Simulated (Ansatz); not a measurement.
The system is LuVO4.

```xyz
12
Lattice="-2.4692 2.4692 5.4392 2.4692 -2.4692 5.4392 2.4692 2.4692 -5.4392" Properties=species:S:1:pos:R:3 pbc="T T T"
Lu    2.4692    0.0000    2.7196
Lu    0.0000    0.0000    5.4392
V     0.0000    2.4692    2.7196
V     0.0000    0.0000    0.0000
O     1.2772    3.2257    1.8293
O     1.7128   -1.1921    4.5489
O     0.7565    3.6613   -0.8903
O     1.1921   -0.7565    7.2685
O     1.2772    0.7565    0.8903
O     1.7128    1.2772   -1.8293
O     0.7565    1.1921    3.6099
O     1.1921    1.7128    6.3295
```

Measurements of this composition are mostly on another form, of space group No. 141.

```yaml
Program: Ansatz 0.2.0
Task: single point
Functional: PBEsol
Potentials_or_basis: Ansatz PAW
Cutoff: "420 eV (not typed: the program's choice for these potentials)"
k_mesh: 8 × 8 × 8
Occupations: fermi-dirac, width 0.05 eV
Spin: collinear spin, ferromagnetic start
Starting_moments: "[0.0, 0.0, 2.0, 2.0, 0.0, 0.0, 0.0, 0.0, 0.0, 0.0, 0.0, 0.0] μB"
```

On this cell: pressure 0.9 GPa; largest force 0.354 eV/Å; net moment 0.00 μB per cell; band gap on the k mesh 2.47 eV, direct.

The same run follows on a disturbed copy (atoms moved at random, drawn with an rms of 0.05 Å):

```xyz
12
Lattice="-2.4692 2.4692 5.4392 2.4692 -2.4692 5.4392 2.4692 2.4692 -5.4392" Properties=species:S:1:pos:R:3 pbc="T T T"
Lu    2.4425    0.0068    2.6938
Lu   -0.0319   -0.0014    5.4839
V    -0.0057    2.4790    2.7271
V    -0.0322   -0.0039   -0.0193
O     1.3361    3.2255    1.8151
O     1.7243   -1.1842    4.5528
O     0.7467    3.6154   -0.8883
O     1.2014   -0.7502    7.2432
O     1.2993    0.7673    0.8965
O     1.7093    1.2537   -1.7789
O     0.7916    1.2338    3.5963
O     1.1779    1.7254    6.3588
```

What does the disturbed cell give?

The energy moves by +16.1 meV/atom; pressure -0.2 GPa; largest force 1.703 eV/Å; net moment 0.00 μB per cell; band gap on the k mesh 2.30 eV, direct.

Forces in eV/Å, atoms in the order of the input:
```
Lu   0.283  0.023  0.240
Lu   0.188  0.047 -0.460
V    0.454  0.338 -0.782
V    1.196 -0.195  0.634
O   -1.407 -0.306  0.910
O   -0.077 -0.273  0.054
O   -0.439  0.962  0.337
O    0.575  0.189  0.592
O   -1.272 -0.698 -0.703
O    0.285 -0.354 -0.572
O   -0.485  0.069  0.266
O    0.699  0.198 -0.516
```

Stress tensor (GPa, compression positive):
```
-1.54 -1.30  0.03
-1.30  0.63 -0.88
 0.03 -0.88  0.23
```

Caveats: spin-orbit coupling is left out, which moves the levels of the heavy elements; the PAW data sets come from PBE, with cores solved anew for the run's functional, which leaves a small shift of forces and pressure; the starting moments weren't kept.

A k mesh can miss the band edges.
